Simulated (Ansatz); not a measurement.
**CH₈AlBOSi: how energies converge with the basis set**

An exercise on one series of results from a longer session: the logs are not shown, and one member is left open.

Computed with Ansatz 0.2.0, Gaussian basis. Level: one geometry, several basis sets.

The runs, in order: PBE0-D4/def2-SVP; ωB97M-V/def2-SVP; PBE0-D4/def2-QZVPP; ωB97M-V/def2-QZVPP; the functionals' def2-TZVPP values are taken from earlier runs.

### The relaxed structure

All runs share one geometry, relaxed beforehand with PBE0-D4 in a triple-zeta def2 set.

13 atoms, charge 0, spin multiplicity 1.

Atoms are counted from 1 here; the program's logs count them from 0.

Bond lengths: C1–Al2 1.956 Å, C1–H6 1.096 Å, C1–H7 1.095 Å, C1–H8 1.092 Å, Al2–Si3 2.480 Å, Al2–B4 2.170 Å, Si3–H9 1.493 Å, Si3–H10 1.500 Å, Si3–H11 1.493 Å, B4–O5 1.355 Å, B4–H12 1.204 Å, O5–H13 0.963 Å. Angles: Al2–C1–H6 110.4°, Al2–C1–H7 110.9°, Al2–C1–H8 113.1°, H6–C1–H7 106.2°, H6–C1–H8 107.9°, H7–C1–H8 108.1°, C1–Al2–Si3 119.0°, C1–Al2–B4 128.5°, Si3–Al2–B4 112.5°, Al2–Si3–H9 113.7°, Al2–Si3–H10 110.8°, Al2–Si3–H11 113.6°, H9–Si3–H10 105.6°, H9–Si3–H11 106.9°, H10–Si3–H11 105.6°, Al2–B4–O5 118.7°, Al2–B4–H12 127.5°, O5–B4–H12 113.8° and more.

Geometry (Å):

```xyz
13

C    -1.7446   -0.0265    1.5523
Al   -0.3932   -0.1847    0.1471
Si    1.5784    1.3185    0.2005
B    -0.3585   -1.5388   -1.5487
O     0.6766   -1.4650   -2.4197
H    -2.1933    0.9730    1.5406
H    -1.2942   -0.1468    2.5434
H    -2.5509   -0.7572    1.4558
H     1.2301    2.7688    0.1276
H     2.4791    1.0595   -0.9709
H     2.4333    1.1388    1.4118
H    -1.1706   -2.3826   -1.8295
H     1.3282   -0.7919   -2.1956
```

Set-up of the first run:

The input, in.yaml:

```yaml
crystal:
  periodic: [false, false, false]
  atoms:
    - {symbol: C, position_ang: [-1.744574, -0.026503, 1.552321]}
    - {symbol: Al, position_ang: [-0.393186, -0.184670, 0.147131]}
    - {symbol: Si, position_ang: [1.578398, 1.318488, 0.200537]}
    - {symbol: B, position_ang: [-0.358532, -1.538769, -1.548653]}
    - {symbol: O, position_ang: [0.676591, -1.464982, -2.419744]}
    - {symbol: H, position_ang: [-2.193282, 0.973030, 1.540648]}
    - {symbol: H, position_ang: [-1.294240, -0.146774, 2.543394]}
    - {symbol: H, position_ang: [-2.550889, -0.757158, 1.455810]}
    - {symbol: H, position_ang: [1.230107, 2.768762, 0.127640]}
    - {symbol: H, position_ang: [2.479087, 1.059482, -0.970902]}
    - {symbol: H, position_ang: [2.433305, 1.138805, 1.411785]}
    - {symbol: H, position_ang: [-1.170566, -2.382619, -1.829482]}
    - {symbol: H, position_ang: [1.328182, -0.791892, -2.195583]}
basis:
  gaussian: {orbitals: def2-SVP}
hamiltonian: {xc: pbe0, dispersion: d4}
output: {orbitals: {seedname: orbitals}}
```

Run with:

```sh
$ ansatz run in.yaml --threads 4 --pin off --events-out ev --progress --plain --max-ram 10444MiB
```

Among the steps run: PBE0-D4 in def2-SVP; ωB97M-V in def2-SVP; PBE0-D4 in def2-QZVPP; ωB97M-V in def2-QZVPP.

One of the session's tables, all rows but one given; the rest of the session is left out.

It belongs to the step «Density functionals: the series». 

```
functional       basis  HOMO (eV)  LUMO (eV)
   PBE0-D4    def2-SVP      -6.62      -2.33
   PBE0-D4  def2-TZVPP      -6.65      -2.37
   PBE0-D4  def2-QZVPP      -6.66      -2.39
   ωB97M-V    def2-SVP      -8.61      -0.55
   ωB97M-V  def2-TZVPP      -8.67      -0.64
   ωB97M-V  def2-QZVPP          ?          ?
```

Estimate the missing values for ωB97M-V, def2-QZVPP.

The run gave: HOMO (eV): -8.68; LUMO (eV): -0.71. In the column «HOMO (eV)» it is the lowest.
